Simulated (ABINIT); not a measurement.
## BiTe: single point with PBE+D3

BiTe:

```
Bi Te
1.0
     2.42271    1.39875    3.31729
    -2.42271    1.39875    3.31729
     0.00000   -2.79750    3.31729
Bi Te
1 1
Direct
  0.50000 0.50000 0.50000
  0.00000 0.00000 0.00000
```

The cell comes from a database or a generator and needn't be the stable form of this composition.

| Item | Value |
| --- | --- |
| Program | ABINIT 10.8.3 (patched build) |
| Task | single point |
| Functional | PBE |
| Dispersion | D3 |
| Potentials or basis | SPMS NC PBE v1.0 |
| Cutoff | 707 eV |
| k mesh | 5 × 5 × 5 |
| Occupations | fermi-dirac, width 0.05 eV |
| Spin | no spin polarisation |

```yaml
Pressure: -1.3 GPa
Band_gap_on_the_k_mesh: none (metal or under the smearing width)
Valence_electrons_inside_the_program's_atomic_spheres: Bi 10.62; Te 11.90
```

Stress tensor (GPa, compression positive):
```
-1.43  0.00  0.00
 0.00 -1.43  0.00
 0.00  0.00 -1.01
```

Levels at points of the mesh, in eV from the Fermi level:
| k point | band 11 | band 12 | band 13 | band 14 | band 15 | band 16 | band 17 | band 18 | band 19 | band 20 |
| --- | --- | --- | --- | --- | --- | --- | --- | --- | --- | --- |
| (0.00, 0.00, 0.00) | -13.42 | -8.22 | -2.84 | -2.84 | -1.53 | 1.94 | 2.60 | 2.60 | 4.16 | 4.16 |

Wall time 33 s on 1 thread of Arm Neoverse V1, with other jobs on the host, peak memory 0.09 GiB.

Caveat: spin-orbit coupling is left out, which moves the levels of the heavy elements; pairwise dispersion overbinds metals, which lowers pressure and volume.
